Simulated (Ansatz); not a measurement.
# CsLiCr2Te2S3 (P3m1) in Ansatz: band structure with PBEsol

Aim: the band structure of CsLiCr2Te2S3 with PBEsol.

Everything below comes from runs of Ansatz 0.2.0. Logs are shortened: lines on timing, memory, paths and dates and some standing lists are left out, and cuts for length are marked.

### 1 The structure

It takes space group P3m1 (No. 156, trigonal). Conventional cell: a = 3.604 Å, b = 3.604 Å, c = 19.067 Å, α = 90.00°, β = 90.00°, γ = 120.00°. Around Cs (site symmetry 3m) lie 3 S at 3.38 Å and 6 Cs at 3.60 Å and 3 Te at 3.77 Å. Around Li (site symmetry 3m) lie 6 S at 2.63 to 2.66 Å. Around Cr (site symmetry 3m) lie 3 S at 2.40 Å and 3 Te at 2.74 Å. Around Cr (site symmetry 3m) lie 6 S at 2.43 to 2.45 Å. Around Te (site symmetry 3m) lie 6 Te at 3.60 Å and 3 Cs at 3.77 Å. Te (site symmetry 3m) has 3 Cr at 2.74 Å as nearest neighbours. S (site symmetry 3m) has 3 Cr at 2.45 Å and 3 Li at 2.63 Å as nearest neighbours. S (site symmetry 3m) has 3 Cr at 2.40 Å and 3 Li at 2.66 Å as nearest neighbours.

The cell was built by a generator and needn't be a form met in nature.

### 2 Band structure, PBEsol, collinear spin, ferromagnetic start

The input, input.yaml:

```yaml
crystal:
  lattice:
    - [3.60358, 0.0, 0.0]
    - [-1.80179, 3.12079, 0.0]
    - [0.0, 0.0, 19.06651]
  atoms:
    - { symbol: Cs, position: [0.0, 0.0, 0.37399] }
    - { symbol: Li, position: [0.66667, 0.33333, 0.01607] }
    - { symbol: Cr, position: [0.0, 0.0, 0.86637], spin: 3.0 }
    - { symbol: Cr, position: [0.33333, 0.66667, 0.16833], spin: 3.0 }
    - { symbol: Te, position: [0.33333, 0.66667, 0.53891] }
    - { symbol: Te, position: [0.66667, 0.33333, 0.77276] }
    - { symbol: S, position: [0.0, 0.0, 0.1003] }
    - { symbol: S, position: [0.33333, 0.66667, 0.9292] }
    - { symbol: S, position: [0.66667, 0.33333, 0.23408] }
hamiltonian:
  xc: pbesol
  pseudopotentials: { kind: paw }
magnetization:
  spin_polarized: true
kpoints:
  mp_grid: { grid: [9, 9, 2] }
  band_path:
    path:
      - [[0.0, 0.0, 0.0], [0.5, 0.0, 0.0], [0.3333333333, 0.3333333333, 0.0], [0.0, 0.0, 0.0], [0.0, 0.0, 0.5], [0.5, 0.0, 0.5], [0.3333333333, 0.3333333333, 0.5], [0.0, 0.0, 0.5]]
      - [[0.5, 0.0, 0.5], [0.5, 0.0, 0.0]]
      - [[0.3333333333, 0.3333333333, 0.0], [0.3333333333, 0.3333333333, 0.5]]
    npoints: 10
scf:
  occupations: { method: fermi_dirac, width: 0.05 }
  n_extra_bands: 22
output:
  forces: true
  stress: true
  eigenvalues: true
  fatbands: false
  write_density: true
  write_potential: true
  elf: true
  volumetric_format: npy
```

Potentials or basis: Ansatz PAW.

Launch:

```sh
ansatz run input.yaml --threads 8 --pin off --max-ram 20480MiB --backend cpu --events-out ev --progress --plain --runs-dir out
```

Output:

```text
Warning: the atoms were moved onto the symmetric positions of the space group found under crystal.symmetry.tolerance 1.0e-5 (fractional; no operation is sought that the atoms, as they stand in a round, miss by more than twice it, and no atom is moved by as much as it), and the run uses the moved positions. Before a round's move an operation carried an atom to 3.60e-5 Å from where it should land, the largest such distance. Atom 1 (counting from 0) moved farthest, by 2.08e-5 Å; the longest move in fractions of the cell, of whichever atom, is 0.47 of the tolerance, in 1 round. To run the atoms as typed, lower crystal.symmetry.tolerance until the operations that they miss are no longer found, or set crystal.symmetry.detect: false (a key that needs symmetry detection or time reversal refuses this as the deck is read). The positions used, in the order of the run's atom list: position: [0.0, 0.0, 0.37399]; position: [0.6666666666666666, 0.3333333333333333, 0.01607]; position: [0.0, 0.0, 0.86637]; position: [0.3333333333333333, 0.6666666666666666, 0.16833]; position: [0.3333333333333333, 0.6666666666666666, 0.53891]; position: [0.6666666666666666, 0.3333333333333333, 0.77276]; position: [0.0, 0.0, 0.1003]; position: [0.3333333333333333, 0.6666666666666666, 0.9292]; position: [0.6666666666666666, 0.3333333333333333, 0.23408]; The lattice was moved too: crystal.lattice keeps the space group found at crystal.symmetry.tolerance 1.0e-5 only nearly: the operation that it misses by the most changes a squared length by the fraction 1.01e-6. The run uses the lattice that is a stretch of the typed one, with no rotation, onto the one that keeps every operation to a double's rounding (on a very oblique basis the stretch itself rounds by more); the deck's lattice vector that moved farthest moved by 1.05e-6 Å. To run the lattice as typed, set crystal.symmetry.tolerance under 1.01e-6, the least fraction by which an operation that the lattice misses changes a squared length (the same key also sets how far an atom may lie from its image, so lowering it can lose operations that the atoms keep only within it), or set crystal.symmetry.detect: false, as for the atoms. crystal.lattice made exact, in Å and degrees: [[3.603578946584446, 0.0, 0.0], [-1.801789473292223, 3.120790912284897, 0.0], [0.0, 0.0, 19.06651]]. Pasted over the deck's crystal.lattice, beside positions in fractional coordinates, it runs the same cell (given as lengths and angles, that cell in the form's own orientation, a rigid turn of the misfit's size from the one run here, for which a checkpoint.post_process_only pass over this run's state can be refused: where this run relaxes nothing, give such a pass this deck's own crystal.lattice, as typed; behind a relaxation, as crystal.lattice, the state's own cell, identity.cell in its checkpoint.json), and a matrix so pasted ends this notice, except on a very skew basis of the lattice, where the rounding of the pasted numbers themselves can read as a misfit: the cell is then moved again, and that move is told again. The lattice as run is in this notice's lattice.as_run_ang field (Run.prep()["deck_notices"] in Python, the deck_notice line of an events file, deck_notices of ansatz run --dry-run=json, or deck_notices in record.json in the deck's checkpoint.write directory).
Warning: RAYON_NUM_THREADS=8 ignored (pool sized by the plan → 8); use --threads N
scf.n_extra_bands = 22 over 45 filled bands (N_el = 90.0): the run solves 67 bands
Engine: ansatz 0.2.0, x86_64-unknown-linux-gnu
Pseudopotentials: kind: paw
Pseudopotential: Cs, paw, valence charge 9, recommended cutoff 420 eV (normal), Cs.paw.azcp
Pseudopotential: Li, paw, valence charge 3, recommended cutoff 420 eV (normal), Li.paw.azcp
Pseudopotential: Cr, paw, valence charge 14, recommended cutoff 420 eV (normal), Cr.paw.azcp
Pseudopotential: Te, paw, valence charge 16, recommended cutoff 420 eV (normal), Te.paw.azcp
Pseudopotential: S, paw, valence charge 6, recommended cutoff 420 eV (normal), S.paw.azcp
Functional definition: PBEsol
  exchange = pbesol_x
  correlation = pbesol_c
Crystal: 9 atoms, lattice volume = 214.422 Å³
Basis set: ecut = 420 eV, 4167 PW (Γ), exchange–correlation on 50×50×256 points (8 copies of the dense FFT grid, shifted against one another)
Bands: 67, of which v1, the nominal top of the filled ones, is band 45 counted from 1 (44 counted from 0)
Symmetry: 6 space group operations
Space group: P3m1 (ITA 156), of the structure as read, at distance tolerance 6.0e-5 Å
Magnetic group: BNS 156.49 (UNI 1279), of the structure as read, at distance tolerance 6.0e-5 Å
k-points: 24 of 162 (time reversal used)
Non-local potential: Cs, projectors of the file, l = 0: 3, l = 1: 2, l = 2: 2, l = 3: 2
Non-local potential: Li, projectors of the file, l = 0: 3, l = 1: 2, l = 2: 1
Non-local potential: Cr, projectors of the file, l = 0: 3, l = 1: 2, l = 2: 3, l = 3: 1
Non-local potential: Te, projectors of the file, l = 0: 2, l = 1: 2, l = 2: 2, l = 3: 2
Non-local potential: S, projectors of the file, l = 0: 2, l = 1: 2, l = 2: 2
PAW form: soft (Blöchl's): semilocal exchange-correlation on the pseudo side does not see the compensation charge
PAW frozen core: Cs, regenerated for the run's functional, and the local potential with it (the file was generated under x = pbe(κ = 0.804, μ = 0.2195149727645171), c = pbe(β = 0.06672455060314922))
PAW frozen core: Cr, regenerated for the run's functional, and the local potential with it (the file was generated under x = pbe(κ = 0.804, μ = 0.2195149727645171), c = pbe(β = 0.06672455060314922))
PAW frozen core: Te, regenerated for the run's functional, and the local potential with it (the file was generated under x = pbe(κ = 0.804, μ = 0.2195149727645171), c = pbe(β = 0.06672455060314922))
PAW frozen core: S, regenerated for the run's functional, and the local potential with it (the file was generated under x = pbe(κ = 0.804, μ = 0.2195149727645171), c = pbe(β = 0.06672455060314922))
PAW one-centre angular grid: Cs, 194 points (default); XC on 64 Gauss nodes
[... 51 lines left out ...]
Absolute magnetization: 6.6736 μB (∫|ρ↑−ρ↓|, with the PAW one-centre terms)
Spin contamination: 0.3025 ħ² per cell (⟨S²⟩ above its minimum at these occupations)
Per-site moments (μB) at R_I (Å): [(0.0008849889182052296, 1.3954856731194367), (-0.005808350622397174, 1.0841564354089643), (2.5755556453083193, 0.9903157806638262), (2.7380499048670552, 1.0019729821863483), (-0.007287768165371683, 1.486476315466084), (-0.14570323969877091, 1.1307438306979916), (-0.04935495962676737, 1.0113443744749768), (-0.060236703150501086, 0.9903157806638262), (-0.061563375225278646, 1.0019729821863483)]
Free energy (F): -28950.600556 eV
Harris-Foulkes:  -28950.600556 eV  (|F-HF|=5.82e-8)
Internal energy: -28950.575726 eV  (E = F + TS)
E sigma→0 (E₀):  -28950.588141 eV
Entropy (-TS):   -0.024830 eV (-2.759 meV/atom)
Fermi energy:    7.937287 eV
--- Per-component energies (eV) ---
  E_band       = -1217.299101
  E_kinetic    = 1528.676881
  E_local      = -10484.625780  (includes V_loc(G=0)·N_el)
  E_nonlocal   = -365.939517
  E_hartree    = 5179.621343
  E_xc         = -994.096521
  E_vxc        = -963.452676  (∫ρ·V_xc dr)
  E_paw        = -18263.502177  (= ΣΔE_a)
  E_vpaw       = -1291.213898  (= ΣTr[D̂ρ^β])
  E_aug_tail   = 0.000344  (compensation charges beyond the density's cutoff)
  E_ewald      = -5552.109936
  E_core_change = 1.399637  (= ΣΔE_core)
  E_smearing   = -0.024830  (= −TS)
  E_closure    = -0.000000  (closes the sum)
  Σ components = -28950.600556   (vs F -28950.600556, Δ=0.00e0)
--- Forces (eV/Å), atoms counted from 1 ---
  atom   1  Cs     0.00000000     0.00000000    -0.00254887
  atom   2  Li     0.00000000     0.00000000     0.02156144
  atom   3  Cr     0.00000000     0.00000000     0.01817815
  atom   4  Cr     0.00000000     0.00000000     0.02211497
  atom   5  Te     0.00000000     0.00000000    -0.12683714
  atom   6  Te     0.00000000     0.00000000     0.33713864
  atom   7  S      0.00000000     0.00000000     0.24051183
  atom   8  S      0.00000000     0.00000000    -0.29814762
  atom   9  S      0.00000000     0.00000000    -0.21189060
  max |Σ_I F_I| component: 8.08e-5 eV/Å
--- Stress (GPa, compression-positive) ---
       -2.924652       0.000000      -0.000000
        0.000000      -2.924652       0.000000
       -0.000000       0.000000      -2.731990
  P = ⅓ Tr σ = -2.8604 GPa (-28.604 kbar)
--- Band table (eV; the first three rows and the last of 48) ---
  k-point 0 ↑: bands = ["-64.8724", "-64.5375", "-37.6936", "-36.3462", "-36.3204", "-36.3204", "-36.0132", "-36.0132", "-36.0015", "-28.5087", "-28.5087", "-28.4892", "-28.4892", "-28.4237", "-28.4237", "-28.4049", "-28.3149", "-28.3149", "-28.2582", "-15.4263", "-6.1011", "-5.7658", "-4.7170", "-3.7863", "-3.5275", "-1.7648", "-0.6325", "-0.6325", "2.4969", "3.1467", "4.0429", "4.0429", "4.4712", "4.4712", "5.5665", "5.8056", "6.2625", "6.2625", "6.5305", "6.5305", "6.5735", "6.9429", "6.9429", "7.0186", "7.5381", "8.3955", "8.3955", "9.2575", "9.6686", "9.6686", "10.1469", "10.1469", "10.6576", "10.6576", "11.7764", "12.3444", "12.3444", "12.4727", "12.5556", "13.5061", "14.5182", "14.5701", "14.5701", "14.7941", "15.2534", "15.2534", "15.5218"]
  k-point 1 ↑: bands = ["-64.8724", "-64.5375", "-37.6936", "-36.3462", "-36.3204", "-36.3204", "-36.0132", "-36.0132", "-36.0015", "-28.5087", "-28.5087", "-28.4892", "-28.4892", "-28.4237", "-28.4237", "-28.4049", "-28.3149", "-28.3149", "-28.2582", "-15.4263", "-6.1011", "-5.7657", "-4.7173", "-3.7837", "-3.5300", "-1.7643", "-0.6325", "-0.6325", "2.4834", "3.1733", "4.0429", "4.0429", "4.4712", "4.4712", "5.3581", "6.2325", "6.2625", "6.2625", "6.3362", "6.5306", "6.5306", "6.9429", "6.9429", "7.0281", "7.5237", "8.3955", "8.3955", "9.2639", "9.6686", "9.6686", "10.1469", "10.1469", "10.6577", "10.6577", "11.8905", "12.2443", "12.3444", "12.3444", "12.7491", "13.2921", "14.5685", "14.5685", "14.6637", "14.9726", "15.2594", "15.2594", "15.5181"]
  k-point 2 ↑: bands = ["-64.8722", "-64.5374", "-37.6933", "-36.3459", "-36.3227", "-36.3210", "-36.0155", "-36.0138", "-36.0012", "-28.5086", "-28.5069", "-28.4891", "-28.4874", "-28.4242", "-28.4238", "-28.4039", "-28.3155", "-28.3151", "-28.2572", "-15.3669", "-5.9830", "-5.6630", "-4.6710", "-3.6698", "-3.3962", "-1.7105", "-1.0714", "-0.7257", "2.6141", "3.2655", "3.8143", "4.0966", "4.1490", "4.4918", "5.6618", "5.7728", "5.9667", "6.0681", "6.3760", "6.4468", "6.5722", "6.6448", "7.1238", "7.1804", "7.4014", "8.2537", "8.3518", "9.1059", "9.1703", "9.5601", "9.7548", "9.7890", "9.9078", "10.4469", "11.6557", "12.3402", "12.7141", "13.0198", "13.1815", "13.3604", "14.3890", "14.5046", "14.8952", "14.9686", "15.1497", "15.4650", "15.5764"]
  k-point 23 ↓: bands = ["-61.9007", "-61.7298", "-37.6934", "-33.4140", "-33.4138", "-33.4074", "-33.2795", "-33.2431", "-33.2403", "-28.5166", "-28.5162", "-28.5014", "-28.5013", "-28.4588", "-28.4587", "-28.4279", "-28.3197", "-28.3196", "-28.2502", "-14.7950", "-4.6906", "-4.5658", "-4.4432", "-2.9144", "-2.7682", "-2.2128", "-1.4476", "-1.4349", "3.1234", "3.1940", "3.2080", "3.3276", "3.5630", "3.8328", "4.5863", "4.6611", "5.0828", "5.3380", "5.4206", "5.4455", "5.4806", "6.1155", "7.3135", "9.2529", "9.4714", "9.6921", "9.7587", "9.8062", "9.8463", "10.2352", "10.3008", "10.4486", "10.7924", "11.4099", "11.6777", "12.6853", "12.9019", "13.0240", "13.2870", "13.6027", "14.2622", "14.8674", "15.3255", "15.6971", "15.7291", "15.9857", "16.0864"]
```

Wall time 45 s (8 threads of Intel Xeon Platinum 8375C at 2.90GHz (Ice Lake), shared host); peak memory 1.9 GiB.

What came out:

| Quantity | Value |
| --- | --- |
| Free energy | -28950.6006 eV |
| Pressure | -2.9 GPa |
| Largest force | 0.337 eV/Å |
| Band gap on the k mesh | none (metal or under the smearing width) |
| Net moment | 5.64 μB per cell |
| Absolute moment | 6.67 μB per cell |
| Site moments | Cs +0.00; Li -0.01; Cr +2.58, +2.74; Te -0.01, -0.15; S -0.05, -0.06 μB |

Forces in eV/Å, atoms in the order of the input:
```
Cs   0.000  0.000 -0.003
Li   0.000  0.000  0.022
Cr   0.000  0.000  0.018
Cr   0.000  0.000  0.022
Te   0.000  0.000 -0.127
Te   0.000  0.000  0.337
S    0.000  0.000  0.241
S    0.000  0.000 -0.298
S    0.000  0.000 -0.212
```

Levels at the corners of the path, in eV from the Fermi level:
Spin up:
| point | band 44 | band 45 | band 46 | band 47 | band 48 | band 49 | band 50 | band 51 | band 52 | band 53 |
| --- | --- | --- | --- | --- | --- | --- | --- | --- | --- | --- |
| Γ | -0.92 | -0.40 | 0.46 | 0.46 | 1.32 | 1.73 | 1.73 | 2.21 | 2.21 | 2.72 |
| M | -1.21 | -1.07 | -0.84 | -0.81 | -0.73 | 0.63 | 0.90 | 1.29 | 1.50 | 1.73 |
| K | -1.09 | -0.87 | -0.85 | -0.71 | -0.64 | -0.49 | 0.73 | 0.86 | 1.09 | 1.63 |
| Γ | -0.92 | -0.40 | 0.46 | 0.46 | 1.32 | 1.73 | 1.73 | 2.21 | 2.21 | 2.72 |
| A | -0.91 | -0.41 | 0.46 | 0.46 | 1.33 | 1.73 | 1.73 | 2.21 | 2.21 | 2.72 |
| L | -1.21 | -1.07 | -0.84 | -0.81 | -0.73 | 0.63 | 0.90 | 1.28 | 1.50 | 1.75 |
| H | -1.09 | -0.87 | -0.85 | -0.71 | -0.65 | -0.48 | 0.73 | 0.86 | 1.09 | 1.62 |
| A | -0.91 | -0.41 | 0.46 | 0.46 | 1.33 | 1.73 | 1.73 | 2.21 | 2.21 | 2.72 |
| L | -1.21 | -1.07 | -0.84 | -0.81 | -0.73 | 0.63 | 0.90 | 1.28 | 1.50 | 1.75 |
| M | -1.21 | -1.07 | -0.84 | -0.81 | -0.73 | 0.63 | 0.90 | 1.29 | 1.50 | 1.73 |
| K | -1.09 | -0.87 | -0.85 | -0.71 | -0.64 | -0.49 | 0.73 | 0.86 | 1.09 | 1.63 |
| H | -1.09 | -0.87 | -0.85 | -0.71 | -0.65 | -0.48 | 0.73 | 0.86 | 1.09 | 1.62 |
Spin down:
| point | band 40 | band 41 | band 42 | band 43 | band 44 | band 45 |
| --- | --- | --- | --- | --- | --- | --- |
| Γ | 0.78 | 0.78 | 1.02 | 1.02 | 1.14 | 1.14 |
| M | -1.85 | -0.85 | -0.85 | 0.44 | 0.62 | 0.74 |
| K | -2.50 | -2.44 | -1.82 | -0.62 | 1.31 | 1.53 |
| Γ | 0.78 | 0.78 | 1.02 | 1.02 | 1.14 | 1.14 |
| A | 0.78 | 0.78 | 1.02 | 1.02 | 1.14 | 1.14 |
| L | -1.86 | -0.85 | -0.84 | 0.43 | 0.62 | 0.74 |
| H | -2.49 | -2.46 | -1.82 | -0.62 | 1.32 | 1.53 |
| A | 0.78 | 0.78 | 1.02 | 1.02 | 1.14 | 1.14 |
| L | -1.86 | -0.85 | -0.84 | 0.43 | 0.62 | 0.74 |
| M | -1.85 | -0.85 | -0.85 | 0.44 | 0.62 | 0.74 |
| K | -2.50 | -2.44 | -1.82 | -0.62 | 1.31 | 1.53 |
| H | -2.49 | -2.46 | -1.82 | -0.62 | 1.32 | 1.53 |

Caveat: spin-orbit coupling is left out, which moves the levels of the heavy elements; only a ferromagnetic start was run, and an antiferromagnetic order may lie lower in energy; the PAW data sets come from PBE, with cores solved anew for the run's functional, which leaves a small shift of forces and pressure.
